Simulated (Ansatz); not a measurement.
Relaxation of a periodic cell of 31 atoms, Al (host Al, host structure fcc, one Al atom removed), to a largest force component of 0.03 eV/Å in at most 60 steps.

The calculation used DFT PBE-D3(BJ), scalar-relativistic, plane waves, PAW (Ansatz). Settings: PAW set soft_1, cutoff 420 eV, k mesh 3x3x3, fermi-dirac smearing 0.05 eV, no spin polarisation.

```xyz
31
Lattice="8.1000 0.0000 0.0000 0.0000 8.1000 0.0000 0.0000 0.0000 8.1000" Properties=species:S:1:pos:R:3
Al 4.033 -0.025 0.004
Al 6.110 2.052 -0.012
Al 6.088 0.008 2.015
Al 0.000 0.009 0.024
Al 2.037 2.009 0.025
Al 4.085 4.046 0.021
Al 6.071 6.054 0.014
Al 2.035 0.051 2.004
Al 4.064 2.017 2.039
Al 6.044 4.013 2.015
Al 4.021 0.008 4.083
Al 6.068 2.020 4.058
Al 6.047 0.056 6.117
Al -0.021 4.075 0.017
Al 2.065 6.026 -0.041
Al -0.002 2.008 2.081
Al 4.020 6.091 2.034
Al 0.015 0.019 4.071
Al 1.978 1.974 4.033
Al 4.079 4.082 4.039
Al 6.040 6.092 3.997
Al 2.051 0.004 6.098
Al 4.052 1.951 6.073
Al 6.075 4.038 6.093
Al 0.007 6.091 2.047
Al 0.004 4.047 4.044
Al 2.025 6.073 4.040
Al -0.040 1.971 6.082
Al 2.032 4.013 6.071
Al 4.025 6.107 6.050
Al -0.041 6.037 6.096
```

Problem. Where does it end, and by what steps?

Solution. The forces met the threshold. Limits of this set-up: coarse k mesh, a small cell, in which the defect meets its images, a typed lattice constant that wasn't relaxed here. After 2 steps the energy has fallen by 0.194 eV; Al15 moved furthest, 0.08 Å.

```
step  energy less start (eV)  largest force component (eV/Å)  accepted
   0                  0.0000                           0.447       yes
   1                 -0.1823                           0.116       yes
   2                 -0.1936                           0.003       yes
```

```xyz
31
Lattice="8.1000 0.0000 0.0000 0.0000 8.1000 0.0000 0.0000 0.0000 8.1000" Properties=species:S:1:pos:R:3
Al 4.055 -0.004 -0.002
Al 6.072 2.013 -0.003
Al 6.072 -0.005 2.030
Al -0.011 -0.005 -0.003
Al 2.022 2.038 0.022
Al 4.030 4.046 0.021
Al 6.072 6.079 -0.003
Al 2.022 -0.004 2.029
Al 4.030 2.038 2.030
Al 6.071 4.046 2.030
Al 4.054 -0.004 4.063
Al 6.072 2.013 4.063
Al 6.072 -0.004 6.080
Al 0.013 4.046 0.022
Al 2.021 6.054 0.021
Al 0.013 2.038 2.030
Al 4.029 6.053 2.030
Al -0.011 -0.004 4.063
Al 2.022 2.038 4.038
Al 4.030 4.046 4.039
Al 6.071 6.079 4.063
Al 2.021 -0.005 6.080
Al 4.054 2.012 6.080
Al 6.072 4.046 6.080
Al 0.014 6.054 2.030
Al 0.013 4.046 4.038
Al 2.021 6.054 4.038
Al -0.011 2.013 6.080
Al 2.022 4.046 6.080
Al 4.055 6.079 6.080
Al -0.012 6.079 6.080
```

Whether the end is a true minimum wasn't checked by a vibrational analysis.

Run time: 32 s on 4 threads of Arm Neoverse V1, on a shared host, peak memory 1.3 GiB.
